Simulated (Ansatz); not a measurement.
# C2H7AlO (SMILES C[CH2][AlH][OH]) at wB97X/6-31G(d) (spherical functions)

Aim: the electronic atomisation energy of C2H7AlO at wB97X/6-31G* (spherical functions), from 5 runs. 

Program for the calculation: Ansatz 0.2.0.

61 further runs of the same task are left out: 61 set aside as unsound or not needed.

**1. The structure to begin with**

C2H7AlO: 11 atoms, total charge 0, spin state singlet. As SMILES, `C[CH2][AlH][OH]`. The coordinates come from a PBE0-D4/def2-TZVP relaxation. This is one conformer, not always the lowest.

Bond lengths: C1–C2 1.529 Å, C2–Al3 1.957 Å, Al3–O4 1.701 Å, C1–H5 1.094 Å, C1–H6 1.094 Å, C1–H7 1.094 Å, C2–H8 1.098 Å, C2–H9 1.098 Å, Al3–H10 1.582 Å, O4–H11 0.956 Å. Some angles: C1–C2–Al3 116.3°, C2–Al3–O4 121.1°, C1–C2–H8 110.2°, C1–C2–H9 110.2°, Al3–C2–H8 107.6°, Al3–C2–H9 107.6°, C2–C1–H5 111.7°, C2–C1–H6 112.3°, C2–C1–H7 111.7°, C2–Al3–H10 123.9°.

**2. A single-point energy at wB97X/6-31G(d) (spherical functions)**

molecule.yaml

```yaml
basis:
  gaussian: {orbitals: 6-31G_st_-spherical.json}
crystal:
  periodic: [false, false, false]
  atoms:
    - {symbol: C, position_ang: [-1.111600, 0.829400, 0.106400]}
    - {symbol: C, position_ang: [0.175900, 0.388000, 0.802000]}
    - {symbol: Al, position_ang: [1.254500, -0.947900, -0.137800]}
    - {symbol: O, position_ang: [0.762600, -1.576800, -1.639300]}
    - {symbol: H, position_ang: [-1.791000, -0.011900, -0.058700]}
    - {symbol: H, position_ang: [-1.662600, 1.575000, 0.687600]}
    - {symbol: H, position_ang: [-0.910600, 1.273300, -0.872900]}
    - {symbol: H, position_ang: [-0.049300, -0.010000, 1.800700]}
    - {symbol: H, position_ang: [0.818800, 1.256800, 0.997900]}
    - {symbol: H, position_ang: [2.622300, -1.522700, 0.412400]}
    - {symbol: H, position_ang: [-0.043800, -1.310100, -2.077800]}
total_charge: 0
hamiltonian: {xc: {name: wB97X}}
accuracy: high
output: {orbitals: {seedname: orbitals}}
```

The basis set 6-31G* is read from a file made from the Basis Set Exchange's data (not shown).

On the command line:

```
$ ansatz run molecule.yaml --threads 1 --pin off --max-ram 3480MiB --events-out events.jsonl --progress --plain --runs-dir runs
```

Standard output:

```text
Warning: RAYON_NUM_THREADS=1 ignored (pool sized by the plan → 1); use --threads N
Functional definition: wB97X
  name "wB97X"
  parameter omega = 0.3/bohr
  parameter cx = 0.157706
  parameter cx1 = 0.726479
  parameter cx2 = 1.04760
  parameter cx3 = -5.70635
  parameter cx4 = 13.2794
  parameter css1 = -4.33879
  parameter css2 = 18.2308
  parameter css3 = -31.7430
  parameter css4 = 17.2901
  parameter cos1 = 2.37031
  parameter cos2 = -11.3995
  parameter cos3 = 6.58405
  parameter cos4 = -3.78132
  exchange = spin_sum(e_x_unif_sr(omega)*poly(b97_u_x, 1 - cx, cx1, cx2, cx3, cx4)) + cx*exact_x_sr(omega)
      + exact_x_lr(omega)
  correlation = spin_sum(e_c_pw_same_spin*poly(b97_u_same, 1, css1, css2, css3, css4))
      + integral(e_c_pw_opposite_spin*poly(b97_u_opposite, 1, cos1, cos2, cos3, cos4))
1781 factors; integrals over basis functions are off by at most 3.5e-9 eV
383 factors; integrals over basis functions are off by at most 2.4e-9 eV
mean field evaluation 1: about -10825.5080 eV, gradient 5.5e1 eV
mean field evaluation 2: about -10825.2821 eV, gradient 5.9e1 eV
mean field evaluation 4: about -10831.4085 eV, gradient 1.8e0 eV
mean field evaluation 8: about -10831.5659 eV, gradient 8.7e-2 eV
mean field evaluation 16: about -10831.5660 eV, gradient 1.2e-5 eV
mean field -10831.56596483 eV, -398.0527073082 hartree, gradient 6.8e-8 eV, S^2 0.000000; 0 other end points of the search recorded, 0 dependent functions left out
reference -10831.56596113 eV, -398.0527071725 hartree; 20, 20 occupied and 54, 54 virtual orbitals, 1781 factors
Total energy: -10831.56596113 eV, -398.0527071725 hartree
```

It took 24 s on 1 thread of Arm Neoverse V2, shared host; peak memory 0.48 GiB.

**3. The Al atom, same level**

molecule.yaml

```yaml
crystal:
  periodic: [false, false, false]
  atoms:
    - {symbol: Al, position_ang: [0.000000, 0.000000, 0.000000]}
basis:
  gaussian:
    orbitals: 6-31G_st_-spherical.json
accuracy: high
hamiltonian:
  xc: {name: wB97X}
magnetization:
  spin_polarized: true
  initial_magnetization: 1
```

The basis set 6-31G* is read from a file made from the Basis Set Exchange's data (not shown).

Run the same way, it converges to -242.33170 Eh (log not shown).

**4. The C atom, same level**

job.yaml

```yaml
crystal:
  periodic: [false, false, false]
  atoms:
    - {symbol: C, position_ang: [0.000000, 0.000000, 0.000000]}
basis:
  gaussian: {orbitals: 6-31G_st_-spherical.json}
magnetization: {spin_polarized: true, initial_magnetization: 2}
accuracy: high
hamiltonian: {xc: {name: wB97X}}
```

The basis set 6-31G* is read from a file made from the Basis Set Exchange's data (not shown).

On the command line:

```
$ ansatz run job.yaml --threads 1 --pin off --max-ram 3480MiB --events-out events.jsonl --progress --plain --runs-dir runs
```

Standard output (excerpt; [...] marks lines left out):

```text
Warning: RAYON_NUM_THREADS=1 ignored (pool sized by the plan → 1); use --threads N
Functional definition: wB97X
  name "wB97X"
[...]
      + exact_x_lr(omega)
[...]
      + integral(e_c_pw_opposite_spin*poly(b97_u_opposite, 1, cos1, cos2, cos3, cos4))
96 factors; integrals over basis functions are off by at most 1.1e-9 eV
55 factors; integrals over basis functions are off by at most 1.7e-9 eV
[...]
mean field -1029.49055229 eV, -37.8330799828 hartree, gradient 4.4e-9 eV, S^2 2.003607; 0 other end points of the search recorded, 0 dependent functions left out
reference -1029.49055193 eV, -37.8330799696 hartree; 4, 2 occupied and 10, 12 virtual orbitals, 96 factors
Total energy: -1029.49055193 eV, -37.8330799696 hartree
```

It took 1.1 s on 1 thread of Arm Neoverse V2, shared host; peak memory 0.13 GiB.

**5. The H atom at the same level**

run.yaml

```yaml
basis:
  gaussian: {orbitals: "6-31G*"}
crystal:
  periodic: [false, false, false]
  atoms:
    - {symbol: H, position_ang: [0.000000, 0.000000, 0.000000]}
hamiltonian: {xc: {name: wB97X}}
magnetization: {spin_polarized: true, initial_magnetization: 1}
accuracy: high
```

On the command line:

```
$ ansatz run run.yaml --threads 1 --pin off --max-ram 3480MiB --events-out events.jsonl --progress --plain --runs-dir runs
```

Standard output (excerpt; [...] marks lines left out):

```text
Warning: RAYON_NUM_THREADS=1 ignored (pool sized by the plan → 1); use --threads N
Functional definition: wB97X
  name "wB97X"
[...]
      + exact_x_lr(omega)
[...]
      + integral(e_c_pw_opposite_spin*poly(b97_u_opposite, 1, cos1, cos2, cos3, cos4))
3 factors; integrals over basis functions are off by at most 5.4e-10 eV
3 factors; integrals over basis functions are off by at most 5.2e-10 eV
[...]
mean field -13.58722251 eV, -0.4993212176 hartree, gradient 4.4e-9 eV, S^2 0.750000; 0 other end points of the search recorded, 0 dependent functions left out
reference -13.58722266 eV, -0.4993212230 hartree; 1, 0 occupied and 1, 2 virtual orbitals, 3 factors
Total energy: -13.58722266 eV, -0.4993212230 hartree
```

It took 0.38 s on 1 thread of Arm Neoverse V2, shared host.

**6. The O atom**

in.yaml

```yaml
crystal:
  periodic: [false, false, false]
  atoms:
    - symbol: O
      position_ang: [0.000000, 0.000000, 0.000000]
basis:
  gaussian:
    orbitals: 6-31G_st_-spherical.json
magnetization:
  spin_polarized: true
  initial_magnetization: 2
hamiltonian:
  xc: {name: wB97X}
accuracy: high
```

The basis set 6-31G* is read from a file made from the Basis Set Exchange's data (not shown).

Run the same way, it converges to -75.04146 Eh (log not shown).

**7. Outcome**

Level: wB97X/6-31G* (spherical functions).

```
                     quantity          value
       molecule: total energy  -398.05271 Eh
        molecule: HOMO energy       -9.74 eV
        molecule: LUMO energy        1.68 eV
      molecule: HOMO–LUMO gap       11.42 eV
        Al atom: total energy  -242.33170 Eh
                Al atom: ⟨S²⟩          0.753
         C atom: total energy   -37.83308 Eh
                 C atom: ⟨S²⟩          2.004
         H atom: total energy    -0.49932 Eh
                 H atom: ⟨S²⟩          0.750
         O atom: total energy   -75.04146 Eh
                 O atom: ⟨S²⟩          2.003
electronic atomisation energy      41.311 eV
```

What this shows: Taking the molecule apart into free atoms costs 41.31 eV (3986 kJ/mol), before zero-point energy and without spin-orbit coupling.
